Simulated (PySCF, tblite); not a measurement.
# C7H12O2Si: geometry, infrared bands and NMR shifts

What infrared bands and NMR shifts should C7H12O2Si (`O=C[C@@H]1[SiH2]C[C@@H]1OC1CC1`) show?

Computed with tblite 0.8.0 and PySCF 2.14.0, with density-fitted response routines of our own, on a single molecule in the gas phase. Atoms are numbered from 0 throughout.

**1. Starting geometry**

22 atoms, charge 0, multiplicity 1; geometry from: force field or distance geometry start.

Bonds of the start (Å): O0–C1 1.21, C1–C2 1.48, C2–Si3 1.91, Si3–C4 1.90, C4–C5 1.50, C5–O6 1.36, O6–C7 1.40, C7–C8 1.50, C8–C9 1.52, C5–C2 1.48, C9–C7 1.50, C1–H10 1.09, C2–H11 1.09, Si3–H12 1.44, Si3–H13 1.46, C4–H14 1.10, C4–H15 1.10, C5–H16 1.13, C7–H17 1.12, C8–H18 1.12, C8–H19 1.11, C9–H20 1.09, C9–H21 1.14.

**2. Geometry optimisation with GFN2-xTB**

Job settings and geometry (Å):

```
{"job": {"kind": "relax", "xc": "GFN2-xTB", "basis": "xTB"}, "charge": 0, "multiplicity": 1}
O     -3.365400    -0.846900     1.351000
C     -2.196600    -0.579000     1.517500
C     -1.555000     0.438700     0.656000
Si    -2.493300     0.416000    -1.002800
C     -1.317500    -1.054100    -0.755700
C     -0.415200     0.002600    -0.181700
O      0.761600    -0.374800     0.395500
C      1.771100     0.342900    -0.257900
C      3.072200    -0.392400    -0.339000
C      2.948300     0.870300     0.501000
H     -1.638400    -1.095400     2.297700
H     -1.477800     1.423500     1.118700
H     -3.893800     0.087400    -0.925600
H     -2.029400     1.416100    -1.953800
H     -1.706400    -1.787500    -0.039100
H     -0.988400    -1.535000    -1.684600
H     -0.213100     0.763700    -0.990100
H      1.441600     1.027400    -1.075900
H      3.179600    -1.318600     0.277500
H      3.554300    -0.341800    -1.336300
H      3.020600     0.828000     1.586600
H      3.530700     1.728400     0.038700
```

Command:

```
OMP_NUM_THREADS=1 python probes_run.py task.json out
```

One launch serves the whole session: the jobs run in the order shown.

**Question.** This job is followed by: GFN2-xTB harmonic vibrations, gas phase; GIAO PBE0/pcSseg-1 NMR shielding, non-relativistic, gas phase. What will the session give for the following? strongest single infrared mode (GFN2-xTB); zero-point energy (GFN2-xTB); ¹³C shifts against TMS (PBE0/pcSseg-1); ¹H shifts against TMS (PBE0/pcSseg-1); ¹⁷O shifts against H2O (PBE0/pcSseg-1); ²⁹Si shifts against TMS (PBE0/pcSseg-1).

**Answer**, as computed:

| quantity | value |
| --- | --- |
| strongest single infrared mode (GFN2-xTB) | 1745 cm⁻¹, 465 km/mol |
| zero-point energy (GFN2-xTB) | 107.2 kcal/mol |
| ¹³C shifts against TMS (PBE0/pcSseg-1) | 204.5, 74.7, 53.7, 53.5, 21.0, 8.6, 6.8 ppm |
| ¹H shifts against TMS (PBE0/pcSseg-1) | 10.50, 4.47, 4.43, 4.24, 3.43, 3.34, 2.15, 1.98, 0.87, 0.65, 0.51, 0.30 ppm |
| ¹⁷O shifts against H2O (PBE0/pcSseg-1) | 669.5, 98.9 ppm |
| ²⁹Si shifts against TMS (PBE0/pcSseg-1) | -55.7 ppm |

**Reading.** The optimisation took 267 steps and gained 2.191 eV; among the close pairs (by a distance rule), C2–C5 changed most, from 1.480 to 1.541 Å. No mode is imaginary among the 60: a minimum at this level. The strongest single mode, at 1745 cm⁻¹, moves mainly C1 and O0. Unscaled tight-binding wavenumbers are off by several per cent, some by more. Its intensities can rank the bands wrongly. The most deshielded carbon is C1 (aldehyde carbonyl carbon), at 204.5 ppm: the double bond to the heteroatom, with no lone-pair donor beside it, deshields it most. H10 (hydrogen on an aldehyde carbonyl carbon) lies farthest downfield among hydrogen, at 10.50 ppm; deshielded by the polar, anisotropic C=O bond. At PBE0/pcSseg-1: The widest tensor belongs to O0: span 1339 ppm, with a paramagnetic part of -727 ppm.
